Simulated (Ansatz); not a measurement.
# Germane (GeH4): how energies converge with the basis set

Aim: see how fast density functionals converge with the basis set for germane (GeH4).

Method: one geometry, several basis sets; program: Ansatz 0.2.0, Gaussian basis.

Levels to be run: PBE0-D4/def2-SVP; ωB97M-V/def2-SVP; PBE0-D4/def2-QZVPP; ωB97M-V/def2-QZVPP; the functionals' def2-TZVPP values are taken from earlier runs.

### 1 Structure used throughout

All runs share one geometry, relaxed beforehand with PBE0-D4/def2-TZVP.

SMILES `[GeH4]`, 5 atoms, charge 0, spin multiplicity 1.

Atoms are counted from 1 here; the program's logs count them from 0.

Bond lengths: Ge1–H2 1.534 Å, Ge1–H3 1.534 Å, Ge1–H4 1.534 Å, Ge1–H5 1.534 Å. Angles: H2–Ge1–H3 109.5°, H2–Ge1–H4 109.5°, H2–Ge1–H5 109.5°, H3–Ge1–H4 109.5°, H3–Ge1–H5 109.5°, H4–Ge1–H5 109.5°.

### 2 PBE0-D4 in def2-SVP

File in.yaml:

```yaml
crystal:
  periodic: [false, false, false]
  atoms:
    - {symbol: Ge, position_ang: [0.000062, 0.000070, -0.000034]}
    - {symbol: H, position_ang: [1.148134, -0.756324, 0.680597]}
    - {symbol: H, position_ang: [-1.238820, -0.029976, 0.904175]}
    - {symbol: H, position_ang: [-0.329182, -0.669134, -1.340632]}
    - {symbol: H, position_ang: [0.419817, 1.455363, -0.244116]}
basis:
  gaussian: {orbitals: def2-SVP}
hamiltonian: {xc: pbe0, dispersion: d4}
output: {orbitals: {seedname: orbitals}}
```

On the command line:

```bash
$ ansatz run in.yaml --threads 2 --pin off --events-out ev --progress --plain --max-ram 32768MiB --backend cpu
```

After this run come: ωB97M-V in def2-SVP; PBE0-D4 in def2-QZVPP; ωB97M-V in def2-QZVPP.

**Question.** What will the summary of the whole plan be? Wanted: PBE0-D4: double and triple zeta above quadruple; ωB97M-V: double and triple zeta above quadruple.

As calculated:

| quantity | value |
| --- | --- |
| PBE0-D4: double and triple zeta above quadruple | 8.42, 1.24 eV |
| ωB97M-V: double and triple zeta above quadruple | 8.43, 1.22 eV |

In words: For PBE0-D4 the step from double to triple zeta gains 7.18 eV and the next only 1.24 eV. Total energies overstate the basis error of differences, where much of it tends to cancel. The LUMO of ωB97M-V is positive and keeps falling with the basis (3.43 to 2.05 eV): an unbound level that the basis holds in place.
